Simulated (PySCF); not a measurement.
# C2H6OSi: the cost of one run

Programs: PySCF 2.14.0, with density-fitted response routines of our own. Each step states its level of theory. These are calculated values for one molecule in the gas phase, unless marked as measured. Atoms are numbered from 0 throughout.

### Step 1. Starting geometry

10 atoms, charge 0, multiplicity 1; geometry from: PBE0-D3(BJ)/def2-SVP.

Bonds of the start (Å): C0–Si1 1.87, Si1–C2 1.93, C2–O3 1.21, C0–H4 1.10, C0–H5 1.10, C0–H6 1.10, Si1–H7 1.50, Si1–H8 1.50, C2–H9 1.13.

### Step 2. X-ray photoelectron lines: SCAN, X2C

The job: settings as JSON, then the geometry in Å.

```
{"job": {"kind": "xps"}, "charge": 0, "multiplicity": 1}
C      1.208079    -0.381521    -0.036912
Si    -0.310986     0.701384     0.074518
C     -1.862201    -0.451675     0.053533
O     -1.746875    -1.651984    -0.003143
H      2.134011     0.212363    -0.026541
H      1.179817    -0.973477    -0.964000
H      1.230962    -1.084725     0.809029
H     -0.360888     1.506203     1.336628
H     -0.432529     1.654268    -1.074331
H     -2.890914     0.008924     0.096125
```

Level: delta-SCF UKS SCAN, pcX-2 on the ionised atom, pcseg-1 elsewhere, spin-free X2C.

Launch:

```sh
$ OMP_NUM_THREADS=1 python probes_run.py task.json out
```

The driver reads the jobs from task.json and runs them one after another.

Q: Estimate the wall time and peak memory of this first job on 1 thread of Arm Neoverse V1, shared host.

About 19 s, with a peak of 0.41 GiB.
